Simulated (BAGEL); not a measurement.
# HF/6-31G(d) (density fitting with qzvpp-jkfit, spherical functions) run of C2H2ClGa (SMILES C#[C][GaH][Cl])

Aim: the vertical ionisation energy of C2H2ClGa at HF/6-31G* (density fitting with qzvpp-jkfit, spherical functions), from 2 runs. 

The results are computed with BAGEL 1.2.2.

5 further runs of the same task are left out: 3 that didn't finish, 2 set aside as unsound or not needed. Runs told in other sessions of the task aren't counted.

## (1) The system as given

C2H2ClGa: 6 atoms, total charge 0, spin state singlet. As SMILES, `C#[C][GaH][Cl]`. Geometry: relaxed at PBE0-D4/def2-TZVP.

Bond lengths: C1–C2 1.208 Å, C2–Ga3 1.900 Å, Ga3–Cl4 2.140 Å, C1–H5 1.067 Å, Ga3–H6 1.547 Å. Angles: C1–C2–Ga3 179.1°, C2–Ga3–Cl4 115.4°, C2–C1–H5 179.8°, C2–Ga3–H6 126.7°, Cl4–Ga3–H6 117.8°.

## (2) The energy at HF/6-31G(d) (density fitting with qzvpp-jkfit, spherical functions)

Input file input.json:

```json
{ "bagel": [

{
  "title": "molecule",
  "basis": "6-31gs.json",
  "df_basis": "qzvpp-jkfit",
  "angstrom": true,
  "geometry": [
    { "atom": "C", "xyz": [    0.577800,    1.057900,   -1.454500 ] },
    { "atom": "C", "xyz": [    0.247000,    0.412500,   -0.488700 ] },
    { "atom": "Ga", "xyz": [   -0.252900,   -0.587200,    1.048000 ] },
    { "atom": "Cl", "xyz": [   -1.745400,   -2.085600,    0.724100 ] },
    { "atom": "H", "xyz": [    0.867100,    1.625700,   -2.309900 ] },
    { "atom": "H", "xyz": [    0.306500,   -0.423300,    2.481100 ] }
  ]
},
{ "title": "hf" },
{ "title": "print", "file": "orbitals.molden", "orbitals": true }

]}
```

The basis set 6-31G* is read from a file made from the Basis Set Exchange's data (not shown).

Command:

```console
BAGEL_NUM_THREADS=1 BAGEL input.json > input.out
```

Output:

```text
* using 1 threads per process

  ===============================================================
  ===============================================================

  *** Geometry ***

  { "atom" : "C", "xyz" : [      1.091884,      1.999141,     -2.748607 ] },
  { "atom" : "C", "xyz" : [      0.466762,      0.779512,     -0.923509 ] },
  { "atom" : "Ga", "xyz" : [     -0.477912,     -1.109647,      1.980433 ] },
  { "atom" : "Cl", "xyz" : [     -3.298328,     -3.941213,      1.368351 ] },
  { "atom" : "H", "xyz" : [      1.638582,      3.072128,     -4.365078 ] },
  { "atom" : "H", "xyz" : [      0.579201,     -0.799921,      4.688599 ] },

  Number of auxiliary basis functions:      580

  Since a DF basis is specified, we compute 2- and 3-index integrals:
    o Being stored without compression. Storage requirement is 0.031 GB

  Number of basis functions:       82
  Number of electrons      :       62

    * METHOD: MOLECULE                             0.30

  *** RHF ***

  === Nuclear Repulsion ===
   282.7125897535

      * DIIS with orbital gradients will be used.

  === RHF iteration (6-31gs.json) ===
      0      -2459.21750682          0.01413883           0.10
      1      -2459.31810772          0.00708579           0.08
      2      -2459.33922655          0.00179269           0.08
      3      -2459.34070167          0.00063751           0.08
      4      -2459.34090769          0.00011300           0.08
      5      -2459.34091574          0.00005317           0.09
      6      -2459.34091847          0.00002847           0.09
      7      -2459.34092041          0.00001102           0.09
      8      -2459.34092070          0.00000403           0.08
      9      -2459.34092072          0.00000175           0.09
     10      -2459.34092072          0.00000067           0.09
     11      -2459.34092072          0.00000021           0.08
     12      -2459.34092072          0.00000010           0.09
     13      -2459.34092072          0.00000003           0.09
     14      -2459.34092072          0.00000001           0.09
     15      -2459.34092072          0.00000001           0.08
    * SCF iteration converged.

    * Permanent dipole moment:
           (   -0.700399,    -0.773154,     0.078903) a.u.

    * METHOD: HF                                   1.60

    * METHOD: PRINT                                0.01

  ===============================================================
```

Wall time 2.1 s (1 thread of Intel Xeon 6975P-C (Granite Rapids), shared host).

## (3) The doublet cation at the same level

Changes to input.json since step 2:

```diff
@@ -6,3 +6,3 @@
   "df_basis": "qzvpp-jkfit",
-  "angstrom": true,
+  "angstrom": "true",
   "geometry": [
@@ -16,4 +16,4 @@
 },
-{ "title": "hf" },
-{ "title": "print", "file": "orbitals.molden", "orbitals": true }
+{ "title": "uhf", "charge": 1, "nopen": 1 },
+{ "title": "print", "file": "orbitals.molden", "orbitals": "true" }
```

The basis set 6-31G* is read from a file made from the Basis Set Exchange's data (not shown).

Command:

```console
BAGEL_NUM_THREADS=1 BAGEL input.json > input.out
```

Output:

```text
* using 1 threads per process

  ===============================================================
  ===============================================================

  *** Geometry ***

  { "atom" : "C", "xyz" : [      1.091884,      1.999141,     -2.748607 ] },
  { "atom" : "C", "xyz" : [      0.466762,      0.779512,     -0.923509 ] },
  { "atom" : "Ga", "xyz" : [     -0.477912,     -1.109647,      1.980433 ] },
  { "atom" : "Cl", "xyz" : [     -3.298328,     -3.941213,      1.368351 ] },
  { "atom" : "H", "xyz" : [      1.638582,      3.072128,     -4.365078 ] },
  { "atom" : "H", "xyz" : [      0.579201,     -0.799921,      4.688599 ] },

  Number of auxiliary basis functions:      580

  Since a DF basis is specified, we compute 2- and 3-index integrals:
    o Being stored without compression. Storage requirement is 0.031 GB

  Number of basis functions:       82
  Number of electrons      :       62

    * METHOD: MOLECULE                             0.32

  *** Open-shell HF ***

  === Nuclear Repulsion ===
   282.7125897535

      * DIIS with orbital gradients will be used.

  === UHF iteration (6-31gs.json) ===
      0      -2458.75762549          0.02995543           0.20
      1      -2458.88774671          0.02093972           0.19
      2      -2458.92427818          0.01450714           0.17
      3      -2458.95260848          0.00338686           0.17
      4      -2458.96316489          0.00330219           0.18
      5      -2458.96742466          0.00319291           0.17
      6      -2458.98811902          0.00341689           0.18
      7      -2458.98454029          0.00266208           0.18
      8      -2458.99123371          0.00076323           0.18
      9      -2458.99206790          0.00066606           0.18
     10      -2458.99231704          0.00078548           0.18
     11      -2458.99263117          0.00021635           0.17
     12      -2458.99267457          0.00009130           0.18
     13      -2458.99268518          0.00004435           0.17
     14      -2458.99268867          0.00002390           0.17
     15      -2458.99269007          0.00001240           0.17
     16      -2458.99269137          0.00000784           0.17
     17      -2458.99269257          0.00000398           0.16
     18      -2458.99269297          0.00000316           0.16
     19      -2458.99269328          0.00000267           0.17
     20      -2458.99269361          0.00000245           0.16
     21      -2458.99269387          0.00000205           0.17
     22      -2458.99269431          0.00000135           0.17
     23      -2458.99269446          0.00000066           0.17
     24      -2458.99269446          0.00000036           0.16
     25      -2458.99269446          0.00000021           0.17
     26      -2458.99269446          0.00000013           0.17
     27      -2458.99269446          0.00000009           0.16
     28      -2458.99269446          0.00000008           0.17
     29      -2458.99269446          0.00000007           0.17
     30      -2458.99269446          0.00000007           0.16
     31      -2458.99269446          0.00000006           0.18
     32      -2458.99269446          0.00000006           0.17
     33      -2458.99269446          0.00000006           0.17
     34      -2458.99269446          0.00000006           0.17
     35      -2458.99269446          0.00000005           0.20
     36      -2458.99269446          0.00000004           0.18
     37      -2458.99269446          0.00000004           0.17
     38      -2458.99269446          0.00000003           0.16
     39      -2458.99269446          0.00000002           0.17
     40      -2458.99269446          0.00000001           0.17
     41      -2458.99269446          0.00000001           0.16
     42      -2458.99269446          0.00000001           0.17
    * SCF iteration converged.

    * S^2 (UHF) is 0.7559

    * Permanent dipole moment:
           (   -1.991652,    -2.792631,     2.189937) a.u.

    * METHOD: UHF                                  7.66

    * METHOD: PRINT                                0.01

  ===============================================================
```

It took 8.4 s on 1 thread of Intel Xeon 6975P-C (Granite Rapids), shared host.

## (4) Outcome

At HF/6-31G* (density fitting with qzvpp-jkfit, spherical functions):

```
                                          quantity           value
                    singlet C2H2ClGa: total energy  -2459.34092 Eh
                   singlet C2H2ClGa: dipole moment          2.66 D
                     singlet C2H2ClGa: HOMO energy       -11.04 eV
                     singlet C2H2ClGa: LUMO energy         0.97 eV
                   singlet C2H2ClGa: HOMO–LUMO gap        12.01 eV
                      doublet cation: total energy  -2458.99269 Eh
                              doublet cation: ⟨S²⟩           0.756
vertical ionisation energy (to the doublet cation)        9.476 eV
```

What this shows: The vertical ionisation energy comes to 9.48 eV (219 kcal/mol). The negative HOMO energy of the first species, 11.04 eV, lies 1.56 eV above that difference.
